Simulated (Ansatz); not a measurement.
# GeH3F + H2O + HF: a complex and its separated parts

Aim: how far the complex at one end of a reaction step lies below its separated, relaxed parts, level by level.

Method: PBE0-D4/def2-TZVP structures, single points in def2-TZVPP, no counterpoise correction; program: Ansatz 0.2.0, Gaussian basis.

Levels: SPW92, PBE-D4, BLYP-D4, r2SCAN-D4, B97M-V, PBE0-D4, B3LYP-D4, r2SCAN0-D4, BHLYP-D4, CAM-B3LYP-D4, wB97X-V, wB97M-V, B2PLYP, PBE-QIDH, RPA on PBE, Hartree-Fock, MP2, CCSD, CCSD(T).

Correlated methods freeze the cores. Filled d shells of the heavier atoms are correlated. B3LYP uses VWN-RPA correlation. B2PLYP carries no dispersion term here.

113 further runs of the same task are left out: 113 set aside as unsound or not needed. Runs told in other sessions of the task aren't counted.

**1. The starting structure**

The complex: 10 atoms, charge 0, spin multiplicity 1.

Atoms are counted from 1 here; the program's logs count them from 0.

Bond lengths: Ge1–F2 1.780 Å, Ge1–H3 1.536 Å, Ge1–H4 1.526 Å, Ge1–H5 1.524 Å, H6–O7 0.967 Å, O7–H10 0.959 Å, H8–F9 0.944 Å. Angles: F2–Ge1–H3 101.2°, F2–Ge1–H4 106.6°, F2–Ge1–H5 106.6°, H3–Ge1–H4 112.0°, H3–Ge1–H5 112.7°, H4–Ge1–H5 116.3°, H6–O7–H10 105.2°.

Geometry (Å):

```xyz
10
F2GeH6O
Ge   -0.6319   -1.0901   -0.9338
F     1.0744   -0.8576   -0.4848
H    -0.5207   -2.2379   -1.9490
H    -1.3610   -1.5187    0.3359
H    -1.0957    0.2144   -1.5705
H     0.2306    1.5275    0.9903
O    -0.6801    1.2027    1.0178
H     1.8012    0.4255    0.1260
F     2.0629    1.2430    0.5187
H    -0.8797    1.0912    1.9495
```

Its parts: GeH3F holds atoms 1, 2, 3, 4, 5; H2O holds atoms 6, 7, 10; HF holds atoms 8, 9. Each part counts its atoms afresh in its own runs.

**2. Relaxing GeH3F alone**

relax-a/in.yaml

```yaml
crystal:
  periodic: [false, false, false]
  atoms:
    - {symbol: Ge, position_ang: [-0.631902, -1.090077, -0.933751]}
    - {symbol: F, position_ang: [1.074421, -0.857643, -0.484795]}
    - {symbol: H, position_ang: [-0.520668, -2.237878, -1.949024]}
    - {symbol: H, position_ang: [-1.360973, -1.518727, 0.335851]}
    - {symbol: H, position_ang: [-1.095658, 0.214439, -1.570550]}
basis:
  gaussian: {orbitals: def2-TZVP}
hamiltonian: {xc: pbe0, dispersion: d4}
relax: {f_tol: 0.005, max_steps: 200}
```

Started as:

```console
$ ansatz run in.yaml --threads 8 --pin off --events-out ev --progress --plain --max-ram 19148MiB
```

The runs that follow: Relaxing H2O alone; Relaxing HF alone; SPW92/def2-TZVPP; PBE-D4/def2-TZVPP; BLYP-D4/def2-TZVPP; r2SCAN-D4/def2-TZVPP; B97M-V/def2-TZVPP; PBE0-D4/def2-TZVPP; B3LYP-D4/def2-TZVPP; r2SCAN0-D4/def2-TZVPP; BHLYP-D4/def2-TZVPP; CAM-B3LYP-D4/def2-TZVPP; wB97X-V/def2-TZVPP; wB97M-V/def2-TZVPP; B2PLYP/def2-TZVPP; PBE-QIDH/def2-TZVPP; RPA on PBE/def2-TZVPP; CCSD(T)/def2-TZVPP; Vibrations of GeH3F; Vibrations of H2O; Vibrations of HF.

Q: Predict the outcome of this session. Wanted: complex less parts, CCSD(T)/def2-TZVPP; with zero-point energy; largest T1 diagnostic.

**Answer**, as computed:

```
                              quantity      value
complex less parts, CCSD(T)/def2-TZVPP  -0.648 eV
                with zero-point energy  -0.477 eV
                 largest T1 diagnostic      0.012
```

**Reading.** At CCSD(T) the complex lies 0.648 eV below its parts. PBE-QIDH is the best functional here (+0.004 eV from CCSD(T)); SPW92 is the worst (-0.416 eV). Mean unsigned error by rung: LDA 0.416, GGA 0.080, meta-GGA 0.063, hybrid 0.064, range-separated hybrid 0.083, double hybrid 0.007 eV. The double hybrids carry no dispersion term here, unlike the levels marked D4 or V. PBE-D4 gives a relative energy 0.093 eV too low, outside chemical accuracy (1 kcal/mol, 0.043 eV). No counterpoise was applied, and triple zeta lacks some correlation, so the CCSD(T) reference has a basis error of its own, and close matches with it are partly luck.
